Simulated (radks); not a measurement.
# Zr²⁺ in [Kr] 4d2: an all-electron calculation

What are the levels of the zirconium ion Zr2+, how large are its shells, and how does its energy divide?

The numbers are computed with radks (a radial shooting solver on a logarithmic mesh, Libxc functionals) version 1 (Dirac Kohn-Sham, PBE, spin-unpolarised, spherical densities, point nucleus; open shells fill j = l - 1/2 first), except any that are marked as measured or tabulated.

### Step 1. The system

```
element       : zirconium (Z = 40)
charge        : +2
electrons     : 38
configuration : [Kr] 4d2
```

### Step 2. Self-consistent calculation

Settings of this run:

```text
Z 40
configuration [Kr] 4d2
relativity Dirac
functional pbe,pbe
spin unpolarised
j_filling energy
nucleus point
c 137.035999084
```

The run is started by

```bash
python run_ks.py task.json out
```

All runs below come from this command, one after another.

Q: Predict the outcome of this run.

The runs gave:

| quantity | value |
| --- | --- |
| total energy | -3598.22498 hartree |
| exchange-correlation share of it | 3.16 % |
| −T/E | 1.0334 |
| highest occupied level | 4d3/2, -17.354 eV |
| most extended occupied level | 4d3/2, <r> = 2.00 bohr |
| radius at density 0.001 e/bohr³ | 3.64 bohr |
| maxima of the radial density | 3 |
| ionisation energy, NIST | 23.170 (semi-emp.) eV |

The radial density shows 3 maxima for 4 occupied principal shells; where shells overlap, one shows as a shoulder or not at all. Relativity lifts −T/E to 1.033. The top level binds by 17.354 eV, 75 % of the NIST ionisation energy of 23.170 eV; the potential of a semilocal functional falls off too fast, so its top eigenvalue is too shallow. Spin polarisation and multiplet splitting are left out.
